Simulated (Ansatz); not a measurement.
# CHAlClN: taking an electron away

One table from this session's results is given with a row withheld; the runs are named, their logs left out.

Computed with Ansatz 0.2.0, Gaussian basis. Level: unrestricted cation, the program's frozen cores in correlated methods.

Plan: UKS PBE-D4/def2-TZVPP; UKS r2SCAN-D4/def2-TZVPP; UKS PBE0-D4/def2-TZVPP; UKS B3LYP-D4/def2-TZVPP; UKS wB97X-V/def2-TZVPP; UKS wB97M-V/def2-TZVPP; UKS B2PLYP/def2-TZVPP; UHF-CCSD(T)/def2-TZVPP; UHF-CCSD(T)/def2-QZVPP; extrapolation to the limit; then −ε(HOMO) from the neutral's earlier runs with LDA (SPW92), PBE-D4, revPBE-D4, BLYP-D4, r2SCAN-D4, B97M-V, PBE0-D4, B3LYP-D4, r2SCANh-D4, r2SCAN0-D4, HSE06-D4, BHLYP-D4, CAM-B3LYP-D4, LC-ωPBE, ωB97X-V, ωB97M-V.

## Structure used throughout

All runs share one geometry, relaxed beforehand with PBE0-D4 in a triple-zeta def2 set.

SMILES `N#[C][AlH][Cl]`, 5 atoms, charge 0, spin multiplicity 1.

Atoms are counted from 1 here; the program's logs count them from 0.

Bond lengths: N1–C2 1.154 Å, C2–Al3 1.926 Å, Al3–Cl4 2.075 Å, Al3–H5 1.562 Å. Angles: N1–C2–Al3 178.5°, C2–Al3–Cl4 116.0°, C2–Al3–H5 121.2°, Cl4–Al3–H5 122.8°.

The first run:

File in.yaml:

```yaml
crystal:
  periodic: [false, false, false]
  atoms:
    - {symbol: N, position_ang: [1.458314, -1.459341, 1.294764]}
    - {symbol: C, position_ang: [0.790187, -0.748623, 0.678947]}
    - {symbol: Al, position_ang: [-0.291530, 0.474322, -0.342548]}
    - {symbol: Cl, position_ang: [-2.069164, -0.290215, -1.092813]}
    - {symbol: H, position_ang: [0.162092, 1.950257, -0.579748]}
basis:
  gaussian: {orbitals: def2-TZVPP}
total_charge: 1
magnetization: {spin_polarized: true, initial_magnetization: 1}
hamiltonian: {xc: pbe, dispersion: d4}
```

Launch:

```
$ ansatz run in.yaml --threads 2 --pin off --events-out ev --progress --plain --max-ram 22528MiB --backend cpu
```

Among the steps run: Cation, UKS PBE-D4/def2-TZVPP; Cation, UKS r2SCAN-D4/def2-TZVPP; Cation, UKS PBE0-D4/def2-TZVPP; Cation, UKS B3LYP-D4/def2-TZVPP; Cation, UKS wB97X-V/def2-TZVPP; Cation, UKS wB97M-V/def2-TZVPP; Cation, UKS B2PLYP (frozen core)/def2-TZVPP; Cation, UHF-CCSD(T)/def2-TZVPP; Cation, UHF-CCSD(T)/def2-QZVPP.

One table of the session follows, with a row left open; its other results are not shown here.

Orbital estimates, from the neutral's runs:

```
  functional  −ε(HOMO) (eV)
 LDA (SPW92)           8.30
      PBE-D4           8.18
   revPBE-D4           8.13
     BLYP-D4           8.05
   r2SCAN-D4           8.55
      B97M-V           8.63
     PBE0-D4              ?
    B3LYP-D4           9.37
  r2SCANh-D4           9.08
  r2SCAN0-D4           9.87
    HSE06-D4           9.22
    BHLYP-D4          10.93
CAM-B3LYP-D4          11.03
     LC-ωPBE          12.46
     ωB97X-V          12.07
     ωB97M-V          11.89
```

Q: Estimate the row for PBE0-D4 from the others.

As computed: −ε(HOMO) (eV): 9.62. In the column «−ε(HOMO) (eV)» it lies between B3LYP-D4 (9.37) and r2SCAN0-D4 (9.87).

Caveats from the session: The cation may have settled in a state other than its lowest; no search over hole states beyond the program's own was made.
